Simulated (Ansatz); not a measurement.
# CdH6: the cost of one run

Method: DFT PBE, scalar-relativistic, plane waves, PAW, in Ansatz 0.2.0.

## 1. The starting structure

It takes space group P4/mmm (No. 123, tetragonal). Conventional cell: a = 4.274 Å, b = 4.274 Å, c = 3.537 Å, α = 90.00°, β = 90.00°, γ = 90.00°. Cd (site symmetry 4/mmm) is surrounded by 12 H at 1.92 to 2.14 Å. H (site symmetry m2m) has 2 H at 1.04 Å as nearest neighbours. H (site symmetry mmm) has 2 Cd at 2.14 Å as nearest neighbours.

Coordinates:

```
Cd H
1.0
     4.27353    0.00000    0.00000
     0.00000    4.27353    0.00000
     0.00000    0.00000    3.53714
Cd H
1 6
Direct
  0.50000 0.50000 0.50000
  0.67259 0.50000 0.00000
  0.32741 0.50000 0.00000
  0.50000 0.67259 0.00000
  0.50000 0.32741 0.00000
  0.00000 0.50000 0.50000
  0.50000 0.00000 0.50000
```

Recipe of the guess: random cell by space group and Wyckoff sites (P4/mmm, No. 123). Lengths come from tabulated atomic sizes and are only a guess.

## 2. A first look at the guess

input.yaml reads:

```yaml
crystal:
  lattice:
    - [4.27353149, 0.0, 0.0]
    - [0.0, 4.27353149, 0.0]
    - [0.0, 0.0, 3.53713696]
  atoms:
    - { symbol: Cd, position: [0.5, 0.5, 0.5] }
    - { symbol: H, position: [0.67258506, 0.5, 0.0] }
    - { symbol: H, position: [0.32741494, 0.5, 0.0] }
    - { symbol: H, position: [0.5, 0.67258506, 0.0] }
    - { symbol: H, position: [0.5, 0.32741494, 0.0] }
    - { symbol: H, position: [0.0, 0.5, 0.5] }
    - { symbol: H, position: [0.5, 0.0, 0.5] }
basis:
  ecutwfc: 420
kpoints:
  mp_grid: { grid: [4, 4, 6] }
hamiltonian:
  xc: pbe
scf:
  occupations: { method: gaussian, width: 0.1 }
  lower_state_search: "off"
output:
  forces: true
  stress: true
  eigenvalues: true
```

On the command line:

```console
$ ansatz run input.yaml --threads 1 --pin off --max-ram 2048MiB --backend cpu --events-out ev --progress --plain --runs-dir out
```

What time and memory should one allow on 1 thread of Intel Xeon Platinum 8488C (Sapphire Rapids), shared host?

About 1.2 s, with a peak of 0.38 GiB.
